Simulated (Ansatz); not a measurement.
# (H3Sn)2S (Sn₂H₆S): the relaxed shape and its frontier levels

What does (H3Sn)2S (Sn₂H₆S) look like as a singlet, and where do its frontier electrons sit?

Program: Ansatz 0.2.0, Gaussian basis. Level of theory: RKS PBE0-D4/def2-TZVP. These are calculated values, not measurements.

Levels to be run: relaxation at r2SCAN-D4/def2-SVP; a search for the lowest solution at PBE0-D4/def2-SVP; a single point at PBE0-D4/def2-TZVP; harmonic vibrations at r2SCAN-D4/def2-SVP.

1 further run of the same task is left out (set aside as unsound or not needed). Runs told in other sessions of the task aren't counted.

### 1 Where the work starts

9 atoms, charge 0, spin multiplicity 1.

Atoms are counted from 1 here; the program's logs count them from 0.

Bond lengths: Sn1–H2 1.675 Å, Sn1–H3 1.663 Å, Sn1–H4 1.675 Å, Sn1–S5 2.389 Å, S5–Sn6 2.389 Å, Sn6–H7 1.662 Å, Sn6–H8 1.673 Å, Sn6–H9 1.676 Å. Angles: H2–Sn1–H3 110.7°, H2–Sn1–H4 108.4°, H2–Sn1–S5 110.6°, H3–Sn1–H4 110.7°, H3–Sn1–S5 104.2°, H4–Sn1–S5 112.3°, Sn1–S5–Sn6 106.0°, S5–Sn6–H7 104.7°, S5–Sn6–H8 110.3°, S5–Sn6–H9 112.2°, H7–Sn6–H8 110.7°, H7–Sn6–H9 110.4°, H8–Sn6–H9 108.6°.

Sn takes a core potential in the def2 sets. No spin-orbit coupling is included.

The start is a GFN2-xTB geometry.

### 2 Optimising with r2SCAN-D4/def2-SVP

in.yaml

```yaml
crystal:
  periodic: [false, false, false]
  atoms:
    - {symbol: Sn, position_ang: [-1.076200, -1.348940, 0.814810]}
    - {symbol: H, position_ang: [-0.819980, -0.708470, 2.340770]}
    - {symbol: H, position_ang: [-1.284500, -2.996660, 0.896380]}
    - {symbol: H, position_ang: [-2.428570, -0.614140, 0.154340]}
    - {symbol: S, position_ang: [0.863320, -1.070520, -0.551270]}
    - {symbol: Sn, position_ang: [1.125030, 1.284610, -0.852210]}
    - {symbol: H, position_ang: [2.718200, 1.480640, -1.283200]}
    - {symbol: H, position_ang: [0.113030, 1.830210, -2.067650]}
    - {symbol: H, position_ang: [0.789670, 2.143280, 0.548030]}
basis:
  gaussian: {orbitals: def2-SVP}
hamiltonian: {xc: r2scan, dispersion: d4}
scf: {omitted_lower_state_checks: [starts]}
output: {orbitals: {seedname: orbitals}}
relax: {f_tol: 0.02, max_steps: 100}
```

On the command line:

```
ansatz run in.yaml --threads 4 --pin off --events-out ev --progress --plain --max-ram 3916MiB
```

Further steps of the session: Searching for the lowest solution, PBE0-D4/def2-SVP; Single point, PBE0-D4/def2-TZVP; Vibrations by finite differences.

Q: Predict the results of all the runs planned. Wanted: point group; commonest bond, hydrogen aside; HOMO, LUMO at PBE0-D4/def2-TZVP; dipole at r2SCAN-D4/def2-SVP; lowest, highest wavenumber.

As calculated:

| quantity | value |
| --- | --- |
| point group | C2 |
| commonest bond, hydrogen aside | S–Sn, 2 of mean length 2.432 Å |
| HOMO, LUMO at PBE0-D4/def2-TZVP | -7.08, -0.95 eV |
| dipole at r2SCAN-D4/def2-SVP | 1.71 D |
| lowest, highest wavenumber | 41, 1945 cm⁻¹ |

What this shows: The molecule keeps its bonding pattern by the stored test; the atoms moved 0.18 Å (rms). All wavenumbers are real: a minimum at this level. The point group is read from a loosely relaxed geometry; soft torsions can leave it below the true symmetry.
